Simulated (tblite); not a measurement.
# C2H10AsOSi2: the cost of one run

Programs: tblite 0.8.0 and PySCF 2.14.0, with density-fitted response routines of our own. Each step states its level of theory. These are calculated values for one molecule in the gas phase, unless marked as measured. Atoms are numbered from 0 throughout.

## Step 1: Starting geometry

16 atoms, charge 0, multiplicity 2; geometry from: force field or distance geometry start.

Bonds of the start (Å): C0–C1 1.51, C1–Si2 1.86, Si2–As3 2.33, Si2–O4 1.74, O4–Si5 1.73, C0–H6 1.09, C0–H7 1.10, C1–H8 1.12, C1–H9 1.10, Si2–H10 1.49, As3–H11 1.57, As3–H12 1.54, Si5–H13 1.47, Si5–H14 1.47, Si5–H15 1.47.

## Step 2: Relaxing the molecule with GFN2-xTB

The job: settings as JSON, then the geometry in Å.

```
{"job": {"kind": "relax", "xc": "GFN2-xTB", "basis": "xTB"}, "charge": 0, "multiplicity": 2}
C      2.561900    -0.239300     0.488800
C      1.412900    -0.997100    -0.141300
Si    -0.071900     0.119800    -0.026000
As     0.682700     2.248800     0.561000
O     -1.208200    -0.478900     1.141700
Si    -2.677500    -0.724100     0.252300
H      3.544300    -0.678900     0.309100
H      2.369400     0.073000     1.530000
H      1.212800    -1.945500     0.416300
H      1.640100    -1.221500    -1.196000
H     -0.707100     0.182000    -1.366900
H     -0.007300     2.673300     1.909000
H      0.310100     3.272100    -0.532600
H     -3.060000     0.610200    -0.243100
H     -2.295300    -1.528800    -0.920100
H     -3.714700    -1.356000     1.073800
```

Command:

```sh
$ OMP_NUM_THREADS=1 python probes_run.py task.json out
```

This one command runs all jobs of the session in turn.

Q: Estimate the wall time of this first job on 1 thread of Arm Neoverse V1, shared host.

About 1.3 s.
